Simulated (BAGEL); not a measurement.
# GeH2Cl2 (dichlorogermane): a chain of runs

Wanted: a single-point energy (HF/def2-SVP), then a single-point energy (NEVPT2(2,2)/def2-SVP) of GeH2Cl2 (dichlorogermane). 

The results are computed with BAGEL 1.2.2.

1 further run of the same task is left out (set aside as unsound or not needed).

### Step 1. The structure to begin with

GeH2Cl2 has 5 atoms, charge 0, and is taken as a singlet. As SMILES, `[Cl][GeH2][Cl]`. Geometry: relaxed at PBE0-D4/def2-TZVP.

Bond lengths: Cl1–Ge2 2.140 Å, Ge2–Cl3 2.140 Å, Ge2–H4 1.528 Å, Ge2–H5 1.528 Å. Angles: Cl1–Ge2–Cl3 108.2°, Cl1–Ge2–H4 108.2°, Cl1–Ge2–H5 108.2°, Cl3–Ge2–H4 108.2°, Cl3–Ge2–H5 108.2°, H4–Ge2–H5 115.8°.

### Step 2. The energy at HF/def2-SVP (density fitting with svp-jkfit) (run 1)

Contents of job.json:

```json
{ "bagel" : [

{
  "title" : "molecule",
  "basis" : "svp",
  "df_basis" : "svp-jkfit",
  "angstrom" : true,
  "geometry" : [
    { "atom" : "Cl", "xyz" : [   -1.771530,   -0.157704,    0.977219 ] },
    { "atom" : "Ge", "xyz" : [    0.027400,    0.080300,   -0.156400 ] },
    { "atom" : "Cl", "xyz" : [    1.579400,   -1.030200,    0.811000 ] },
    { "atom" : "H", "xyz" : [   -0.198900,   -0.525000,   -1.541400 ] },
    { "atom" : "H", "xyz" : [    0.413600,    1.558900,   -0.131900 ] }
  ]
},
{ "title" : "hf" },
{ "title" : "print", "file" : "orbitals.molden", "orbitals" : true }

]}
```

Run with:

```sh
BAGEL_NUM_THREADS=1 BAGEL job.json > job.out
```

The program printed:

```text
* using 1 threads per process

  ===============================================================
  ===============================================================

  *** Geometry ***

  { "atom" : "Cl", "xyz" : [     -3.347707,     -0.298017,      1.846676 ] },
  { "atom" : "Ge", "xyz" : [      0.051778,      0.151745,     -0.295553 ] },
  { "atom" : "Cl", "xyz" : [      2.984633,     -1.946796,      1.532568 ] },
  { "atom" : "H", "xyz" : [     -0.375867,     -0.992106,     -2.912824 ] },
  { "atom" : "H", "xyz" : [      0.781591,      2.945894,     -0.249255 ] },

  Number of auxiliary basis functions:      558

  Since a DF basis is specified, we compute 2- and 3-index integrals:
    o Being stored without compression. Storage requirement is 0.027 GB

  Number of basis functions:       78
  Number of electrons      :       68

    * METHOD: MOLECULE                             0.15

  *** RHF ***

  === Nuclear Repulsion ===
   347.5975426456

      * DIIS with orbital gradients will be used.

  === RHF iteration (svp) ===
      0      -2995.01122459          0.00800652           0.06
      1      -2995.05283105          0.00379189           0.05
      2      -2995.06106834          0.00083274           0.05
      3      -2995.06151221          0.00026026           0.06
      4      -2995.06155331          0.00004127           0.06
      5      -2995.06155568          0.00001230           0.05
      6      -2995.06155594          0.00000300           0.06
      7      -2995.06155595          0.00000060           0.06
      8      -2995.06155595          0.00000012           0.05
      9      -2995.06155595          0.00000003           0.06
     10      -2995.06155595          0.00000001           0.05
     11      -2995.06155595          0.00000000           0.05
    * SCF iteration converged.

    * Permanent dipole moment:
           (   -0.085754,    -0.468107,     0.729411) a.u.

    * METHOD: HF                                   0.79

    * METHOD: PRINT                                0.01

  ===============================================================
```

It took 1.1 s on 1 thread of AMD EPYC 9R45 (Zen 5), shared host; peak memory 0.14 GiB.

### Step 3. The energy at NEVPT2(2,2)/def2-SVP (density fitting with svp-jkfit) (run 2)

Contents of calc.json:

```json
{ "bagel" : [

{
  "title" : "molecule",
  "basis" : "svp",
  "df_basis" : "svp-jkfit",
  "angstrom" : true,
  "geometry" : [
    { "atom" : "Cl", "xyz" : [   -1.771530,   -0.157704,    0.977219 ] },
    { "atom" : "Ge", "xyz" : [    0.027400,    0.080300,   -0.156400 ] },
    { "atom" : "Cl", "xyz" : [    1.579400,   -1.030200,    0.811000 ] },
    { "atom" : "H", "xyz" : [   -0.198900,   -0.525000,   -1.541400 ] },
    { "atom" : "H", "xyz" : [    0.413600,    1.558900,   -0.131900 ] }
  ]
},
{
  "title" : "hf"
},
{
  "title" : "casscf",
  "nstate" : 1,
  "nact" : 2,
  "nclosed" : 33,
  "nspin" : 0,
  "active" : [30, 35],
  "maxiter" : 200,
  "natocc" : true
},
{
  "title" : "nevpt2",
  "nstate" : 1,
  "nact" : 2,
  "nclosed" : 33,
  "nspin" : 0,
  "active" : [30, 35],
  "maxiter" : 200,
  "natocc" : true,
  "ncore" : 19
},
{
  "title" : "print",
  "file" : "orbitals.molden",
  "orbitals" : true
}

]}
```

Run with:

```sh
BAGEL_NUM_THREADS=1 BAGEL calc.json > calc.out
```

The program printed:

```text
* using 1 threads per process

  ===============================================================
  ===============================================================

  *** Geometry ***

  { "atom" : "Cl", "xyz" : [     -3.347707,     -0.298017,      1.846676 ] },
  { "atom" : "Ge", "xyz" : [      0.051778,      0.151745,     -0.295553 ] },
  { "atom" : "Cl", "xyz" : [      2.984633,     -1.946796,      1.532568 ] },
  { "atom" : "H", "xyz" : [     -0.375867,     -0.992106,     -2.912824 ] },
  { "atom" : "H", "xyz" : [      0.781591,      2.945894,     -0.249255 ] },

  Number of auxiliary basis functions:      558

  Since a DF basis is specified, we compute 2- and 3-index integrals:
    o Being stored without compression. Storage requirement is 0.027 GB

  Number of basis functions:       78
  Number of electrons      :       68

    * METHOD: MOLECULE                             0.16

  *** RHF ***

  === Nuclear Repulsion ===
   347.5975426456

      * DIIS with orbital gradients will be used.

  === RHF iteration (svp) ===
      0      -2995.01122459          0.00800652           0.06
      1      -2995.05283105          0.00379189           0.05
      2      -2995.06106834          0.00083274           0.05
      3      -2995.06151221          0.00026026           0.05
      4      -2995.06155331          0.00004127           0.05
      5      -2995.06155568          0.00001230           0.05
      6      -2995.06155594          0.00000300           0.06
      7      -2995.06155595          0.00000060           0.06
      8      -2995.06155595          0.00000012           0.05
      9      -2995.06155595          0.00000003           0.05
     10      -2995.06155595          0.00000001           0.05
     11      -2995.06155595          0.00000000           0.05
    * SCF iteration converged.

    * Permanent dipole moment:
           (   -0.085754,    -0.468107,     0.729411) a.u.

    * METHOD: HF                                   0.78

  ---------------------------
      CASSCF calculation
  ---------------------------

    ==== Active orbitals : =====
         Orbital 30
         Orbital 35
    ============================

    * nstate   :      1
    * nclosed  :     33
    * nact     :      2
    * nvirt    :     43
  === CASSCF iteration (svp) ===

    * Using the second-order algorithm

      0  0     -2995.06216922     1.14e-04      0.01

      1  0     -2995.06394428     1.47e-04      0.26

      2  0     -2995.06426665     4.98e-05      0.36

      3  0     -2995.06428550     1.20e-05      0.35

      4  0     -2995.06428575     3.03e-06      0.39

      5  0     -2995.06428575     7.13e-07      0.38

      6  0     -2995.06428575     1.61e-07      0.36

      7  0     -2995.06428575     3.60e-08      0.30

      8  0     -2995.06428575     7.98e-09      0.27

    * Second-order optimization converged. *

     guess   0:   closed 1.                   open ..

  === FCI iteration ===

      0  0     -2995.06153035     3.05e-02      0.00
      1  0     -2995.06427606     1.31e-03      0.00
      2  0 *   -2995.06428575     4.49e-16      0.00

     * ci vector, state   0, <S^2> = 0.0000
       2.     0.9989770695

    * METHOD: CASSCF                               2.79

    * freezing 19 orbitals

  === DF-NEVPT2 calculation ===

    * 3-index integral transformation done
    * assembly done

      NEVPT2 correlation energy:   -0.4915841317      0.06

          (+0)     -0.3820076012
          (+0)'    -0.0233586348
          (+1)     -0.0207472226
          (+1)'    -0.0000000000
          (+2)     -0.0014078264
          (-1)     -0.0591940861
          (-1)'     0.0000000000
          (-2)     -0.0048687605

      NEVPT2 total energy:       -2995.5558698835

    * METHOD: NEVPT2                               0.15

    * METHOD: PRINT                                0.01

  ===============================================================
```

Wall time 4.2 s (1 thread of AMD EPYC 9R45 (Zen 5), shared host); peak memory 0.14 GiB.

### Step 4. Results

| quantity | value |
| --- | --- |
| run 1, HF/def2-SVP: total energy | -2995.06156 Eh |
| run 1, HF/def2-SVP: dipole moment | 2.21 D |
| run 1, HF/def2-SVP: HOMO energy | -12.18 eV |
| run 1, HF/def2-SVP: LUMO energy | 3.52 eV |
| run 1, HF/def2-SVP: HOMO–LUMO gap | 15.70 eV |
| run 2, NEVPT2(2,2)/def2-SVP: total energy | -2995.55587 Eh |
